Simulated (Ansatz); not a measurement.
# CH₅GeNO: up Jacob's ladder to CCSD(T)

How much do the methods differ for CH₅GeNO? The plan is to run it at one geometry with functionals of several rungs and with coupled cluster. The yardstick is the atomisation energy at the CCSD(T) limit.

Method: functionals in def2-TZVPP, the program's frozen cores in correlated methods; program: Ansatz 0.2.0, Gaussian basis.

Levels to be run: LDA (SPW92), PBE-D4, revPBE-D4, BLYP-D4, r2SCAN-D4, B97M-V, PBE0-D4, B3LYP-D4, r2SCANh-D4, r2SCAN0-D4, HSE06-D4, BHLYP-D4, CAM-B3LYP-D4, LC-ωPBE, ωB97X-V, ωB97M-V, B2PLYP, PBE-QIDH; CCSD(T)/def2-SVP; CCSD(T)/def2-TZVPP; MP2/def2-QZVPP; extrapolation to the limit; RPA on PBE.

## Step 1: The relaxed structure

All runs share one geometry, relaxed beforehand with PBE0-D4 in a triple-zeta def2 set.

SMILES `O=C[NH][GeH3]`, 9 atoms, charge 0, spin multiplicity 1.

Atoms are counted from 1 here; the program's logs count them from 0.

Bond lengths: O1–C2 1.212 Å, C2–N3 1.349 Å, C2–H5 1.106 Å, N3–Ge4 1.868 Å, N3–H6 1.007 Å, Ge4–H7 1.530 Å, Ge4–H8 1.530 Å, Ge4–H9 1.537 Å. Angles: O1–C2–N3 123.1°, O1–C2–H5 122.3°, N3–C2–H5 114.6°, C2–N3–Ge4 118.3°, C2–N3–H6 118.0°, Ge4–N3–H6 123.7°, N3–Ge4–H7 109.2°, N3–Ge4–H8 109.2°, N3–Ge4–H9 103.4°, H7–Ge4–H8 112.2°, H7–Ge4–H9 111.2°, H8–Ge4–H9 111.2°.

## Step 2: LDA

This LDA is Slater exchange with PW92 correlation.

in.yaml reads:

```yaml
crystal:
  periodic: [false, false, false]
  atoms:
    - {symbol: O, position_ang: [0.520751, 0.416651, -1.869897]}
    - {symbol: C, position_ang: [1.124216, 0.583598, -0.832296]}
    - {symbol: N, position_ang: [0.627771, 0.236067, 0.372985]}
    - {symbol: Ge, position_ang: [-1.070299, -0.538719, 0.439853]}
    - {symbol: H, position_ang: [2.132965, 1.036548, -0.801112]}
    - {symbol: H, position_ang: [1.195195, 0.409609, 1.186701]}
    - {symbol: H, position_ang: [-1.056548, -1.851736, -0.344879]}
    - {symbol: H, position_ang: [-2.098524, 0.452235, -0.108595]}
    - {symbol: H, position_ang: [-1.287228, -0.790553, 1.940139]}
basis:
  gaussian: {orbitals: def2-TZVPP}
hamiltonian: {xc: lda}
output: {orbitals: {seedname: orbitals}}
```

After this run come: PBE-D4 (GGA); revPBE-D4 (GGA); BLYP-D4 (GGA); r2SCAN-D4 (meta-GGA); B97M-V (meta-GGA); PBE0-D4 (hybrid); B3LYP-D4 (hybrid); r2SCANh-D4 (hybrid); r2SCAN0-D4 (hybrid); HSE06-D4 (hybrid); BHLYP-D4 (hybrid); CAM-B3LYP-D4 (range-separated); LC-ωPBE (range-separated); ωB97X-V (range-separated); ωB97M-V (range-separated); B2PLYP (double hybrid); PBE-QIDH (double hybrid); CCSD(T) in def2-SVP; CCSD(T) in def2-TZVPP; MP2 in def2-QZVPP; RPA on PBE orbitals.

**Question.** What will the summary of the whole plan be? Wanted: atomisation energy, CCSD(T)/CBS; farthest beyond LDA; mean size of error, GGA; mean size of error, meta-GGA; mean size of error, hybrid; mean size of error, range-separated; mean size of error, double hybrid; gap, smallest and largest; T1 diagnostic.

The runs gave:

| quantity | value |
| --- | --- |
| atomisation energy, CCSD(T)/CBS | 32.759 eV |
| functionals within 0.328 eV (1.0 %) | revPBE-D4, BLYP-D4, r2SCAN-D4, B97M-V, PBE0-D4, B3LYP-D4, r2SCANh-D4, HSE06-D4, CAM-B3LYP-D4, LC-ωPBE, ωB97X-V, ωB97M-V |
| farthest beyond LDA | BHLYP-D4 (-1.290 eV) |
| mean size of error, GGA | 0.365 eV |
| mean size of error, meta-GGA | 0.107 eV |
| mean size of error, hybrid | 0.422 eV |
| mean size of error, range-separated | 0.134 eV |
| mean size of error, double hybrid | 0.376 eV |
| gap, smallest and largest | 5.17 eV (LDA (SPW92)), 13.00 eV (LC-ωPBE) |
| T1 diagnostic | 0.0147 |
| triples share of the correlation energy | 3.9 % |

**Reading.** The LDA atomisation energy is off by 5.390 eV (16 %): it overbinds. PBE-D4 misses by +0.798 eV. Double hybrids carry the basis error of their MP2 part in triple zeta, and no dispersion term here, so their miss is partly the set-up's. The rungs meta-GGA, range-separated miss on average by less than the doubt on the reference (0.328 eV), so they tie. Misses under about 0.328 eV are within the doubt on the reference itself, which lacks core-valence correlation, relativity and higher excitations, and its outer-core shells are covered unevenly. Hartree-Fock recovers 68 % of the binding; the rest is correlation. CCSD(T) in def2-SVP is off by -2.002 eV, more than most functionals: a good method in a small basis is no reference. The gap grows from 5.2 to 13.0 eV across the functionals, mostly with the share of exact exchange. Correlated methods include outer-core shells of Ge, which these sets cover unevenly.
